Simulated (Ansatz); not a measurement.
# BAs+ (quartet): the correlation ladder at distance B1–As2 = 6.679 Å, cc-pVDZ

How much of the correlation energy of BAs+ (quartet) does each wave-function method recover here?

Program: Ansatz 0.2.0, Gaussian basis. Level of theory: cc-pVDZ, core rule «outside noble gas», up to 15 orbitals frozen. These are calculated values, not measurements.

To be run: UHF; CCSD(T) on ROHF; CCSD(T) on UHF; BCCD(T) on ROHF; CISD; CCSDT(Q) on ROHF; CCSDT(Q) on UHF; CASSCF and MRCISD+Q, 5 electrons in 5 orbitals; CASSCF and NEVPT2, 5 electrons in 5 orbitals; CASSCF and MRCISD+Q, 7 electrons in 8 orbitals; CASSCF and NEVPT2, 7 electrons in 8 orbitals; Full CI.

19 further runs of the same task are left out: 14 that didn't finish, 5 set aside as unsound or not needed.

## (1) What is computed

The geometry derives from a PBE0/def2-TZVP stationary point (not a proven minimum). One bond is set to the value named and the two fragments are kept rigid. No spin-orbit coupling is included. The filled d shell of As may be among the frozen orbitals whatever the setting's name suggests; the logs give the count.

2 atoms, charge 1, spin multiplicity 4.

Atoms are counted from 1 here; the program's logs count them from 0.

No contacts short enough for the rule that draws bonds.

## (2) UHF

Input file in.yaml:

```yaml
crystal:
  periodic: [false, false, false]
  atoms:
    - {symbol: B, position_ang: [0.000000, 0.000000, 0.000000]}
    - {symbol: As, position_ang: [0.000000, 0.000000, 6.679000]}
basis:
  gaussian: {orbitals: cc-pVDZ}
total_charge: 1
magnetization: {spin_polarized: true, initial_magnetization: 3}
hamiltonian: {xc: hf}
output: {orbitals: {seedname: orbitals}}
```

Launch:

```sh
ansatz run in.yaml --threads 1 --pin off --events-out ev --progress --plain --max-ram 2393MiB
```

After this run come: CCSD(T) on ROHF; CCSD(T) on UHF; BCCD(T) on ROHF; CISD; CCSDT(Q) on ROHF; CCSDT(Q) on UHF; CASSCF and MRCISD+Q, 5 electrons in 5 orbitals; CASSCF and NEVPT2, 5 electrons in 5 orbitals; CASSCF and MRCISD+Q, 7 electrons in 8 orbitals; CASSCF and NEVPT2, 7 electrons in 8 orbitals; Full CI.

**Question.** What will the summary of the whole plan be? Wanted: FCI from the RHF energy; RMP2 from FCI; UMP2 from FCI; RCCSD from FCI; RCCSD(T) from FCI; UCCSD(T) from FCI; RCCSDT(Q) from FCI; UCCSDT(Q) from FCI; NEVPT2 pair from FCI.

As calculated:

```
                         quantity                                                                            value
          FCI from the ROHF energy                                                                       -3.5145 eV
                    RMP2 from FCI                                                                    +109.6 kJ/mol
                    UMP2 from FCI                                                                    +108.2 kJ/mol
                   RCCSD from FCI                                                                      +2.6 kJ/mol
                RCCSD(T) from FCI                                                                      +0.7 kJ/mol
                UCCSD(T) from FCI                                                                      -0.9 kJ/mol
               RCCSDT(Q) from FCI                                                                       0.0 kJ/mol
               UCCSDT(Q) from FCI                                                                      -1.5 kJ/mol
             NEVPT2 pair from FCI                                                                     +96.3 kJ/mol
           MRCISD+Q pair from FCI                                                                      -5.3 kJ/mol
          NEVPT2 valence from FCI                                                                     +40.4 kJ/mol
levels within 1 kcal/mol (43 meV)  RCCSD, UCCSD, RCCSD(T), UCCSD(T), BCCD(T), RCCSDT, UCCSDT, RCCSDT(Q), UCCSDT(Q)
                    T1 diagnostic                                                                            0.007
   effectively unpaired electrons                                                                             3.13
```

What this shows: RCCSD(T) misses by +0.7 kJ/mol, 0.2 % of the correlation energy. UCCSD(T), UCCSDT, UCCSDT(Q), MRCISD+Q pair, MRCISD+Q valence fall below full CI: unrestricted runs freeze a spin-polarised core, another one than full CI's, and coupled cluster isn't variational. One determinant dominates. Of the multireference levels listed MRCISD+Q valence comes nearest in total energy (-4.7 kJ/mol), which doesn't show that its space is the better one. These misses are within one basis, not against nature; the frozen cores of restricted and unrestricted runs differ, which can shift their rows.

Levels on UHF freeze UHF's core orbitals, full CI those of ROHF, so the U rows can settle a little off it for that reason alone.

With open shells the CI space here admits some triples and quadruples, so it is larger than plain CISD.
